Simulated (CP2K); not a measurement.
HPbNO4:

```xyz
7
Lattice="4.2041 0.0000 0.0000 2.0217 3.8395 0.0000 2.0469 1.2790 6.2813" Properties=species:S:1:pos:R:3 pbc="T T T"
H     6.4119    3.4218    3.9444
Pb    4.2925    4.6959    5.5497
N     2.2802    1.4940    1.8951
O     6.4140    3.5006    4.9249
O     2.3104    1.0037    0.7095
O     2.3185    0.7238    2.8804
O     2.2113    2.7408    2.0273
```

The cell was built by a generator and needn't be a form met in nature.

Base run:

| Quantity | Value |
| --- | --- |
| Program | CP2K 2026.2 |
| Functional | vdW-DF-cx |
| Potentials or basis | POTENTIAL_UZH H GTH-PBE-q1, Pb GTH-PBE-q4, N GTH-PBE-q5, O GTH-PBE-q6; TZVP-MOLOPT-PBE-GTH basis |
| Density cutoff | 13606 eV |
| k mesh | 7 × 7 × 5 |
| Occupations | fermi-dirac, width 0.05 eV |
| Spin | no spin polarisation |

Its results: band gap on the k mesh 2.75 eV, indirect (least direct gap 2.78 eV); pressure 1.1 GPa.

Question: After a change of settings the same cell gave: band gap on the k mesh 3.06 eV, indirect (least direct gap 3.09 eV); pressure -0.1 GPa. Which change was it?
A. functional from vdW-DF-cx to RPBE
B. functional from vdW-DF-cx to LDA
C. functional from vdW-DF-cx to r2SCAN
D. functional from vdW-DF-cx to PBEsol

Answer: C.

Caveats: the potentials were made for another functional, which shifts forces and pressure; spin-orbit coupling is left out, which as a rule narrows the gap of such compounds by several tenths of an eV; the basis of atomic orbitals isn't converged, which shifts pressures, moduli and gaps.

Runs at the PBE level aren't shown here.
